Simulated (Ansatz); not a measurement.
# PBE/6-311+G(d,p) run of SiF4 (silicon tetrafluoride)

Aim: the vertical ionisation energy of SiF4 (silicon tetrafluoride) at PBE/6-311+G**, from 2 runs. 

The calculation is run with Ansatz 0.2.0.

19 further runs of the same task are left out: 2 that didn't finish, 17 set aside as unsound or not needed.

### 1 The system as given

SiF4: 5 atoms, total charge 0, spin state singlet. SMILES: `F[Si](F)(F)F`. Geometry: relaxed at PBE0-D4/def2-TZVP.

Bond lengths: F1–Si2 1.562 Å, Si2–F3 1.562 Å, Si2–F4 1.562 Å, Si2–F5 1.562 Å. Angles: F1–Si2–F3 109.5°, F1–Si2–F4 109.5°, F1–Si2–F5 109.5°, F3–Si2–F4 109.5°, F3–Si2–F5 109.5°, F4–Si2–F5 109.5°.

### 2 The energy at PBE/6-311+G(d,p)

The input, molecule.yaml:

```yaml
crystal:
  periodic: [false, false, false]
  atoms:
    - symbol: F
      position_ang: [0.143200, -0.791930, 1.338460]
    - symbol: Si
      position_ang: [0.000000, -0.000000, -0.000000]
    - symbol: F
      position_ang: [-1.047100, 1.144420, 0.181750]
    - symbol: F
      position_ang: [-0.477230, -0.967810, -1.129040]
    - symbol: F
      position_ang: [1.381130, 0.615320, -0.391170]
basis:
  gaussian:
    orbitals: 6-311+G_st__st_-spherical.json
output: {orbitals: {seedname: orbitals}}
hamiltonian:
  xc: {name: PBE}
accuracy: high
magnetization:
  spin_polarized: false
  initial_magnetization: 0
```

The basis set 6-311+G** is read from a file made from the Basis Set Exchange's data (not shown).

The run is started by

```bash
$ ansatz run molecule.yaml --threads 1 --pin off --max-ram 3480MiB --events-out events.jsonl --progress --plain --runs-dir runs
```

The log of the run:

```text
Warning: RAYON_NUM_THREADS=1 ignored (pool sized by the plan → 1); use --threads N
Functional definition: PBE
  name "PBE"
  parameter kappa = 0.804
  parameter beta = 0.06672455060314922
  exchange = pbe_x(kappa = kappa, mu = beta*pi^2/3)
  correlation = pbe_c(beta = beta)
2151 factors; integrals over basis functions are off by at most 1.8e-8 eV
mean field evaluation 1: about -18735.0562 eV, gradient 6.8e1 eV
mean field evaluation 2: about -18719.3654 eV, gradient 1.3e2 eV
mean field evaluation 4: about -18741.0664 eV, gradient 1.1e0 eV
mean field evaluation 8: about -18741.0641 eV, gradient 2.7e-2 eV
mean field evaluation 16: about -18741.0641 eV, gradient 2.3e-7 eV
mean field -18741.06410868 eV, -688.7214028446 hartree, gradient 8.3e-9 eV, S^2 0.000000; 0 other end points of the search recorded, 0 dependent functions left out
reference -18741.06411499 eV, -688.7214030763 hartree; 25, 25 occupied and 93, 93 virtual orbitals, 2151 factors
Total energy: -18741.06411499 eV, -688.7214030763 hartree
```

It took 6.3 s on 1 thread of Arm Neoverse V2, shared host; peak memory 0.3 GiB.

### 3 The doublet cation

The input, in.yaml:

```yaml
crystal:
  periodic: [false, false, false]
  atoms:
    - symbol: F
      position_ang: [0.143200, -0.791930, 1.338460]
    - symbol: Si
      position_ang: [0.000000, -0.000000, -0.000000]
    - symbol: F
      position_ang: [-1.047100, 1.144420, 0.181750]
    - symbol: F
      position_ang: [-0.477230, -0.967810, -1.129040]
    - symbol: F
      position_ang: [1.381130, 0.615320, -0.391170]
basis:
  gaussian: {orbitals: 6-311+G_st__st_-spherical.json}
total_charge: 1
magnetization: {spin_polarized: true, initial_magnetization: 1}
hamiltonian: {xc: {name: PBE}}
accuracy: high
output: {orbitals: {seedname: orbitals}}
```

The basis set 6-311+G** is read from a file made from the Basis Set Exchange's data (not shown).

The run is started by

```bash
$ ansatz run in.yaml --threads 1 --pin off --max-ram 3480MiB --events-out events.jsonl --progress --plain --runs-dir runs
```

The log of the run, cut to the lines that bear on the results:

```text
Warning: RAYON_NUM_THREADS=1 ignored (pool sized by the plan → 1); use --threads N
[... 2 set-up lines as earlier in the session ...]
[...]
2151 factors; integrals over basis functions are off by at most 1.8e-8 eV
[...]
mean field -18726.49575880 eV, -688.1860258611 hartree, gradient 1.3e-8 eV, S^2 0.751946; 6 other end points of the search recorded, 0 dependent functions left out
reference -18726.49576561 eV, -688.1860261114 hartree; 25, 24 occupied and 93, 94 virtual orbitals, 2151 factors
Total energy: -18726.49576561 eV, -688.1860261114 hartree
```

Wall time 58 s (1 thread of Arm Neoverse V2, shared host); peak memory 0.4 GiB.

### 4 Outcome

At PBE/6-311+G**:

```
                                          quantity          value
                        singlet SiF4: total energy  -688.72140 Eh
                         singlet SiF4: HOMO energy      -10.79 eV
                         singlet SiF4: LUMO energy       -1.38 eV
                       singlet SiF4: HOMO–LUMO gap        9.42 eV
                      doublet cation: total energy  -688.18603 Eh
doublet cation: HOMO energy (highest over α and β)      -18.44 eV
 doublet cation: LUMO energy (lowest over α and β)      -18.38 eV
                              doublet cation: ⟨S²⟩          0.752
vertical ionisation energy (to the doublet cation)      14.568 eV
```

What this shows: Removing an electron at fixed nuclei costs 14.57 eV (1406 kJ/mol). −ε(HOMO) before ionisation, 10.79 eV, is 3.78 eV below this ionisation energy.
